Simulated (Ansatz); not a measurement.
This was printed by a script on Ansatz's Python interface, for a single point in a Gaussian basis of C₂H₇AlOSi, SMILES [CH3][Al]1[CH2]O[SiH2]1. What did the script look like? Use: B3LYP, def2-TZVP basis, multiplicity 1.

| atom | x (Å) | y (Å) | z (Å) |
| --- | --- | --- | --- |
| C | -1.4565 | 0.4545 | 1.6710 |
| Al | 0.1504 | 0.1909 | 0.6029 |
| C | 0.8165 | 0.8930 | -1.1610 |
| O | 1.3018 | -0.2505 | -1.8716 |
| Si | 0.8889 | -1.5089 | -0.7417 |
| H | -1.5100 | 1.5545 | 2.0458 |
| H | -1.5123 | -0.2116 | 2.5121 |
| H | -2.3505 | 0.3598 | 1.0012 |
| H | 0.0616 | 1.4599 | -1.6540 |
| H | 1.7350 | 1.5459 | -0.9635 |
| H | 2.1089 | -2.1489 | -0.2292 |
| H | -0.1568 | -2.3939 | -1.1780 |

```console
$ python c2h7alosi_energy.py
converged              True
free_energy_ev         -18712.089083852516
reference_energy_ev    -18712.089083852516
n_frozen               0
n_occupied             [27, 27]
n_virtual              [182, 182]
Alpha     -11.598 eV  occupation 2
Alpha     -11.372 eV  occupation 2
Alpha     -11.032 eV  occupation 2
Alpha     -10.680 eV  occupation 2
Alpha      -9.710 eV  occupation 2
Alpha      -9.522 eV  occupation 2
Alpha      -7.409 eV  occupation 2
Alpha      -7.093 eV  occupation 2
Alpha      -5.779 eV  occupation 2
Alpha      -2.261 eV  occupation 0
Alpha      -0.129 eV  occupation 0
Alpha       0.013 eV  occupation 0
Alpha       0.645 eV  occupation 0
Alpha       1.111 eV  occupation 0
Alpha       1.940 eV  occupation 0
Alpha       2.037 eV  occupation 0
Alpha       2.258 eV  occupation 0
Alpha       2.581 eV  occupation 0
Alpha       2.591 eV  occupation 0
```

The script that was run (others could print the same):

The script, `c2h7alosi_energy.py`:
```python
from pathlib import Path
import warnings

import ansatz as az


def main() -> None:
    warnings.simplefilter("ignore", az.DeckWarning)

    molecule = (
        az.Crystal.molecule()
        .atom("C", [-1.4565, 0.4545, 1.671])
        .atom("Al", [0.1504, 0.1909, 0.6029])
        .atom("C", [0.8165, 0.893, -1.161])
        .atom("O", [1.3018, -0.2505, -1.8716])
        .atom("Si", [0.8889, -1.5089, -0.7417])
        .atom("H", [-1.51, 1.5545, 2.0458])
        .atom("H", [-1.5123, -0.2116, 2.5121])
        .atom("H", [-2.3505, 0.3598, 1.0012])
        .atom("H", [0.0616, 1.4599, -1.654])
        .atom("H", [1.735, 1.5459, -0.9635])
        .atom("H", [2.1089, -2.1489, -0.2292])
        .atom("H", [-0.1568, -2.3939, -1.178])
    )

    calc = (
        molecule.calculation()
        .basis(gaussian="def2-TZVP")
        .functional("b3lyp")
        .orbitals()
    )
    res = calc.run(threads=1, pin="off", runs_dir="c2h7alosi_runs")
    report = res.report

    for key in ("converged", "free_energy_ev", "reference_energy_ev", "n_frozen", "n_occupied", "n_virtual"):
        print(f"{key:22s} {report[key]}")

    lines = Path(report["orbitals_path"]).read_text().splitlines()
    field_of = lambda key: [line.split("=")[1].strip() for line in lines if line.startswith(key)]
    orbitals = [(27.211386 * float(e), s, float(n)) for e, s, n in zip(field_of("Ene="), field_of("Spin="), field_of("Occup="))]
    homo = max(e for e, _, n in orbitals if n > 0.5)
    lumo = min(e for e, _, n in orbitals if n < 0.5)
    for e, spin, n in sorted(orbitals):
        if homo - 6 < e < lumo + 5:
            print(f"{spin:6s} {e:10.3f} eV  occupation {n:.0f}")


if __name__ == "__main__":
    main()
```

Caveats:
- Total energies depend on the basis set; only differences at equal settings carry meaning.
- The geometry is a force-field or estimated start, not a minimum of this method, and the basis set is short of its limit.
- Alpha marks a spatial orbital of a restricted run, filled by both spins.
- b3lyp holds the VWN-RPA fit, as in Gaussian; the form of ORCA and Turbomole is b3lyp5.
- Levels such as HOMO and LUMO are orbital energies: with these approximate functionals they aren't the ionisation energy and electron affinity, and their gap isn't the fundamental gap.
- It ran for 9.5 s on 1 thread of Arm Neoverse V1 (shared host), peak memory 0.54 GiB.

(Lines on the test bed's own set-up are left out of the output.)
